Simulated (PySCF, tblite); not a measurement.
**C₃H₇B− (doublet): geometry, infrared bands and EPR parameters**

What infrared bands and EPR parameters should C₃H₇B− (doublet) (`[BH2-]C1CC1`) show?

Computed with tblite 0.8.0 and PySCF 2.14.0, with density-fitted response routines of our own, on a single molecule in the gas phase. Atoms are numbered from 0 throughout.

**1. The starting structure**

11 atoms, charge -1, multiplicity 2; geometry from: force field or distance geometry start.

Bonds of the start (Å): B0–C1 1.59, C1–C2 1.51, C2–C3 1.50, C3–C1 1.48, B0–H4 1.18, B0–H5 1.20, C1–H6 1.11, C2–H7 1.10, C2–H8 1.10, C3–H9 1.12, C3–H10 1.09.

**2. Optimising the geometry with GFN2-xTB**

What the job is given:

```
{"job": {"kind": "relax", "xc": "GFN2-xTB", "basis": "xTB"}, "charge": -1, "multiplicity": 2}
B      1.638700    -0.428000     0.254600
C      0.111900    -0.171600     0.615300
C     -0.574200     0.791600    -0.318000
C     -1.015500    -0.641900    -0.224600
H      1.823400    -0.546400    -0.900600
H      2.216800     0.529500     0.681400
H     -0.102200    -0.110400     1.704400
H     -1.105900     1.586400     0.235500
H     -0.109600     1.035000    -1.287400
H     -1.984100    -0.760800     0.316900
H     -0.894000    -1.280800    -1.103500
```

The run is started by

```sh
> OMP_NUM_THREADS=1 python probes_run.py task.json out
```

This one command runs all jobs of the session in turn.

**Question.** This job is followed by: GFN2-xTB harmonic vibrations, gas phase; UKS B3LYP, pcH-1 on B C H, non-relativistic, mean-field spin-orbit, GIAO. What will the session give for the following? strongest single infrared mode (GFN2-xTB); zero-point energy (GFN2-xTB); g(iso) (B3LYP); ⟨S²⟩; largest a(iso) (averaged by class).

**Answer**, as computed:

```
                                 quantity                    value
strongest single infrared mode (GFN2-xTB)    2149 cm⁻¹, 692 km/mol
             zero-point energy (GFN2-xTB)            52.3 kcal/mol
                           g(iso) (B3LYP)                  2.00230
                                     ⟨S²⟩       0.753 (exact 0.75)
       largest a(iso) (averaged by class)  13C on C2, C3, 87.5 MHz
```

What this shows: Relaxing lowered the energy by 0.588 eV in 62 steps; the close pair that moved most is C1–C3, from 1.482 to 1.545 Å. All 27 modes are real, so the xTB geometry is a minimum. The strongest single mode, at 2149 cm⁻¹, moves mainly H5 and H4. Unscaled tight-binding wavenumbers are off by several per cent, some by more. Its intensities can rank the bands wrongly. Most of the unpaired spin sits on B0 (1.08 e). The isotropic g lies 0.0 ppt below the free-electron value.
